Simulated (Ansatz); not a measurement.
# Zr3H: the cost of one run

Computed with Ansatz 0.2.0 (DFT PBE, scalar-relativistic, plane waves, PAW, unless a step's input says otherwise).

**1. Starting point**

Symmetry: Pm-3m, No. 221, cubic system. The conventional cell has a = 4.021 Å, b = 4.021 Å, c = 4.021 Å, α = 90.00°, β = 90.00°, γ = 90.00°. Around Zr (site symmetry 4/mmm) lie 8 Zr at 2.84 Å and 4 H at 2.84 Å. Around H (site symmetry m-3m) lie 12 Zr at 2.84 Å.

Coordinates:

```
CELL_PARAMETERS angstrom
4.02096 0.00000 0.00000
0.00000 4.02096 0.00000
0.00000 0.00000 4.02096
ATOMIC_POSITIONS crystal
Zr 0.50000 0.50000 0.00000
Zr 0.50000 0.00000 0.50000
Zr 0.00000 0.50000 0.50000
H 0.00000 0.00000 0.00000
```

The cell is invented: species swapped into a database cell of Mg3Sn (Pm-3m, No. 221), with Zr on the Mg sites and H on the Sn sites. Lengths come from tabulated atomic sizes and are only a guess.

**2. The guess as it stands, on a coarse mesh**

input.yaml

```yaml
crystal:
  lattice:
    - [4.0209606, 0.0, 0.0]
    - [0.0, 4.0209606, 0.0]
    - [0.0, 0.0, 4.0209606]
  atoms:
    - { symbol: Zr, position: [0.5, 0.5, 0.0] }
    - { symbol: Zr, position: [0.5, 0.0, 0.5] }
    - { symbol: Zr, position: [0.0, 0.5, 0.5] }
    - { symbol: H, position: [0.0, 0.0, 0.0] }
basis:
  ecutwfc: 420
kpoints:
  mp_grid: { grid: [4, 4, 4] }
hamiltonian:
  xc: pbe
scf:
  occupations: { method: gaussian, width: 0.1 }
  lower_state_search: "off"
output:
  forces: true
  stress: true
  eigenvalues: true
```

Run with:

```console
> ansatz run input.yaml --threads 1 --pin off --max-ram 2560MiB --backend cpu --events-out ev --progress --plain --runs-dir out
```

What time and memory should one allow on 1 thread of Intel Xeon at 2.50GHz (Skylake/Cascade Lake), shared host?

About 2 s, with a peak of 0.32 GiB.
